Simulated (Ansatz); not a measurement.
# GeH₃ radical: single points off equilibrium

The atoms stand at a structure displaced at random from a GFN2-xTB minimum. How far do the functionals agree with CCSD(T) there?

Program: Ansatz 0.2.0, Gaussian basis. Level of theory: single points in def2-TZVPP. These are calculated values, not measurements.

Cores are frozen in the correlated methods. Filled d shells of the heavier atoms are correlated. Orbitals are unrestricted.

## Step 1: Where the work starts

SMILES `[GeH3]`, 4 atoms, charge 0, spin multiplicity 2.

Atoms are counted from 1 here; the program's logs count them from 0.

Bond lengths: Ge1–H2 1.720 Å, Ge1–H3 1.574 Å, Ge1–H4 1.552 Å. Angles: H2–Ge1–H3 87.1°, H2–Ge1–H4 108.3°, H3–Ge1–H4 105.3°.

Geometry (Å):

```xyz
4

Ge    0.3475   -0.1438   -0.4250
H     0.9066    0.0038    1.1944
H    -0.8133   -1.0436    0.1414
H    -0.3309    1.1921   -0.8290
```

## Step 2: CCSD(T)/def2-TZVPP

run/in.yaml

```yaml
crystal:
  periodic: [false, false, false]
  atoms:
    - {symbol: Ge, position_ang: [0.347500, -0.143800, -0.425000]}
    - {symbol: H, position_ang: [0.906600, 0.003800, 1.194400]}
    - {symbol: H, position_ang: [-0.813300, -1.043600, 0.141400]}
    - {symbol: H, position_ang: [-0.330900, 1.192100, -0.829000]}
basis:
  gaussian: {orbitals: def2-TZVPP}
magnetization: {spin_polarized: true, initial_magnetization: 1}
correlation: {method: ccsd_t}
scf: {omitted_lower_state_checks: [cluster_reference]}
output: {forces: true}
```

The command line of these runs was not kept.

## Step 3: PBE0-D4/def2-TZVPP

Edit run/in.yaml of step 2 so:

```diff
@@ -10,4 +10,3 @@
 magnetization: {spin_polarized: true, initial_magnetization: 1}
-correlation: {method: ccsd_t}
-scf: {omitted_lower_state_checks: [cluster_reference]}
-output: {forces: true}
+hamiltonian: {xc: pbe0, dispersion: d4}
+output: {forces: true, orbitals: {seedname: orbitals}}
```

## Step 4: wB97M-V/def2-TZVPP

Edit run/in.yaml of step 3 so:

```diff
@@ -10,3 +10,3 @@
 magnetization: {spin_polarized: true, initial_magnetization: 1}
-hamiltonian: {xc: pbe0, dispersion: d4}
-output: {forces: true, orbitals: {seedname: orbitals}}
+hamiltonian: {xc: {name: wB97M-V}}
+output: {forces: true}
```

## Step 5: r2SCAN-D4/def2-TZVPP

Edit run/in.yaml of step 4 so:

```diff
@@ -10,3 +10,3 @@
 magnetization: {spin_polarized: true, initial_magnetization: 1}
-hamiltonian: {xc: {name: wB97M-V}}
+hamiltonian: {xc: r2scan, dispersion: d4}
 output: {forces: true}
```

## Step 6: PBE-D4/def2-TZVPP

Edit run/in.yaml of step 5 so:

```diff
@@ -10,3 +10,3 @@
 magnetization: {spin_polarized: true, initial_magnetization: 1}
-hamiltonian: {xc: r2scan, dispersion: d4}
+hamiltonian: {xc: pbe, dispersion: d4}
 output: {forces: true}
```

## Step 7: B97M-V/def2-TZVPP

Edit run/in.yaml of step 6 so:

```diff
@@ -10,3 +10,3 @@
 magnetization: {spin_polarized: true, initial_magnetization: 1}
-hamiltonian: {xc: pbe, dispersion: d4}
+hamiltonian: {xc: {name: B97M-V}}
 output: {forces: true}
```

## Step 8: SPW92/def2-TZVPP

Edit run/in.yaml of step 7 so:

```diff
@@ -10,3 +10,3 @@
 magnetization: {spin_polarized: true, initial_magnetization: 1}
-hamiltonian: {xc: {name: B97M-V}}
+hamiltonian: {xc: lda}
 output: {forces: true}
```

(Steps that only read results are left out.)

Q: Predict the outcome of this session. Wanted: energy less free atoms, CCSD(T)/def2-TZVPP; RMS force component; RMS force error; HOMO and LUMO, PBE0-D4; T1 diagnostic.

The runs gave:

```
                                  quantity                                                                                        value
energy less free atoms, CCSD(T)/def2-TZVPP                                                                                -809.9 kJ/mol
                       RMS force component                                                         0.945 to 1.100 eV/Å over the methods
                           RMS force error  PBE0-D4 0.076, wB97M-V 0.030, r2SCAN-D4 0.051, PBE-D4 0.223, B97M-V 0.130, SPW92 0.161 eV/Å
                    HOMO and LUMO, PBE0-D4                                                                           -7.18 and -3.64 eV
                             T1 diagnostic                                                                                        0.013
```

What this shows: Against CCSD(T) the functionals' energies less atoms differ by -106.2 to +9.9 kJ/mol, PBE-D4 by +5.9 kJ/mol. CCSD(T) in triple zeta still lacks some correlation energy of the bonds, so part of these gaps is its own basis error and they don't rank the functionals. The forces of wB97M-V come nearest to CCSD(T), those of PBE-D4 are farthest.
